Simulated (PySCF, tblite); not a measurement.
**C3H12ClNOSi3: geometry, infrared bands and NMR shifts**

What infrared bands and NMR shifts should C3H12ClNOSi3 (`C=C(Cl)CO[SiH2]N([SiH3])[SiH3]`) show?

The runs use tblite 0.8.0 and PySCF 2.14.0, with density-fitted response routines of our own; the level of theory stands in each step. All values are computed, except where a source is named. Atoms are numbered from 0 throughout.

### 1 The molecule as given

21 atoms, charge 0, multiplicity 1; geometry from: force field or distance geometry start.

Bonds of the start (Å): C0–C1 1.36, C1–Cl2 1.77, C1–C3 1.46, C3–O4 1.38, O4–Si5 1.73, Si5–N6 1.77, N6–Si7 1.81, N6–Si8 1.80, C0–H9 1.06, C0–H10 1.11, C3–H11 1.14, C3–H12 1.11, Si5–H13 1.49, Si5–H14 1.47, Si7–H15 1.50, Si7–H16 1.46, Si7–H17 1.46, Si8–H18 1.46, Si8–H19 1.48, Si8–H20 1.46.

### 2 Relaxing the molecule with GFN2-xTB

Job settings and geometry (Å):

```
{"job": {"kind": "relax", "xc": "GFN2-xTB", "basis": "xTB"}, "charge": 0, "multiplicity": 1}
C      4.326500     0.082000    -0.009800
C      3.224100    -0.661500    -0.283500
Cl     3.418600    -2.165900    -1.200600
C      1.942700    -0.172500     0.230000
O      0.988800     0.064600    -0.740200
Si    -0.409600     0.618400     0.109600
N     -1.931300     0.244300    -0.721000
Si    -3.161900     1.337400     0.032000
Si    -2.500000    -1.428800    -0.403400
H      5.283500    -0.223900    -0.355500
H      4.189500     1.013200     0.569900
H      1.521100    -0.875100     1.028600
H      2.115400     0.784400     0.773600
H     -0.268000     2.096300     0.154300
H     -0.388400     0.022500     1.448400
H     -3.201600     1.090800     1.507900
H     -4.475100     1.195800    -0.596900
H     -2.659200     2.697700    -0.114100
H     -1.520200    -2.408200    -0.878500
H     -3.773400    -1.679500    -1.116900
H     -2.730500    -1.615100     1.029700
```

The run is started by

```sh
> OMP_NUM_THREADS=1 python probes_run.py task.json out
```

One launch serves the whole session: the jobs run in the order shown.

**Question.** This job is followed by: GFN2-xTB harmonic vibrations, gas phase; GIAO PBE0/pcSseg-1 NMR shielding, non-relativistic, gas phase. What will the session give for the following? strongest single infrared mode (GFN2-xTB); zero-point energy (GFN2-xTB); 13C shifts against TMS (PBE0/pcSseg-1); 1H shifts against TMS (PBE0/pcSseg-1, means over atoms taken as alike); 35Cl shifts against HCl (PBE0/pcSseg-1); 17O shifts against H2O (PBE0/pcSseg-1); 29Si shifts against TMS (PBE0/pcSseg-1, means over atoms taken as alike); 15N shifts against NH3 (PBE0/pcSseg-1).

As calculated:

```
                                                                quantity                             value
                               strongest single infrared mode (GFN2-xTB)             1010 cm⁻¹, 662 km/mol
                                            zero-point energy (GFN2-xTB)                     84.9 kcal/mol
                                  13C shifts against TMS (PBE0/pcSseg-1)            154.8, 121.1, 70.4 ppm
  1H shifts against TMS (PBE0/pcSseg-1, means over atoms taken as alike)  5.67, 5.64, 5.12, 4.78, 4.64 ppm
                                 35Cl shifts against HCl (PBE0/pcSseg-1)                           231 ppm
                                  17O shifts against H2O (PBE0/pcSseg-1)                          37.5 ppm
29Si shifts against TMS (PBE0/pcSseg-1, means over atoms taken as alike)                  -25.0, -50.5 ppm
                                  15N shifts against NH3 (PBE0/pcSseg-1)                          -2.1 ppm
```

Over 219 steps the energy fell by 1.388 eV; of the close pairs, O4–Si5 changed most, 1.728 to 1.622 Å. All 57 modes are real, so the xTB geometry is a minimum. The strongest single mode, at 1010 cm⁻¹, moves mainly N6. GFN2-xTB is a fitted tight-binding method: band positions and strengths are rough. Its intensities can rank the bands wrongly. C1 (fully substituted alkene carbon) lies farthest downfield among carbon, at 154.8 ppm; as expected for a trigonal carbon in a double bond. At PBE0/pcSseg-1: Shielding is most anisotropic at Cl2 (span 478 ppm, paramagnetic term -430 ppm).
